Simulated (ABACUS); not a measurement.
The system is HfIn4SiO6.

```xyz
12
Lattice="2.4142 -8.1295 -0.0036 2.4142 8.1295 -0.0036 -0.9887 0.0000 4.7307" Properties=species:S:1:pos:R:3 pbc="T T T"
Hf    0.0000    0.0000    0.0000
In    2.4142   -2.6536   -0.0036
In    1.9198    5.4960    2.3617
In    2.4142    2.6536   -0.0036
In    1.9198   -5.4960    2.3617
Si    1.9198    0.0000    2.3617
O     3.2588    0.0000    1.2744
O     0.5808    0.0000    3.4491
O     1.0613    1.3105    1.3041
O     2.7783    1.3105    3.4194
O     2.7783   -1.3105    3.4194
O     1.0613   -1.3105    1.3041
```

The cell was built by a generator and needn't be a form met in nature.

Base run:

* Program: ABACUS 3.10.1
* Functional: LDA
* Potentials or basis: SG15 ONCV 1.2 PBE
* Cutoff: 1361 eV
* Density cutoff: 5442 eV
* Basis: DZP LCAO (the cutoffs set its grid)
* k mesh: 4 × 4 × 4
* Occupations: fermi-dirac, width 0.05 eV
* Spin: no spin polarisation

Its results: band gap on the k mesh 0.28 eV, direct; pressure -5.0 GPa; largest force 1.242 eV/Å.

Question: The run is repeated on the same cell with these changes: functional from LDA to PBEsol. What comes out?

Answer: Band gap on the k mesh 0.31 eV, indirect (least direct gap 0.31 eV); pressure -1.8 GPa; largest force 0.871 eV/Å.

PBEsol binds less tightly than LDA, so the same cell stands under more pressure.

Caveats: the atomic orbitals were generated for these runs and aren't a published set; the potentials were made for another functional, which shifts forces and pressure; spin-orbit coupling is left out, which moves the levels of the heavy elements; the basis of atomic orbitals isn't converged, which shifts pressures, moduli and gaps.

A k mesh can miss the band edges.
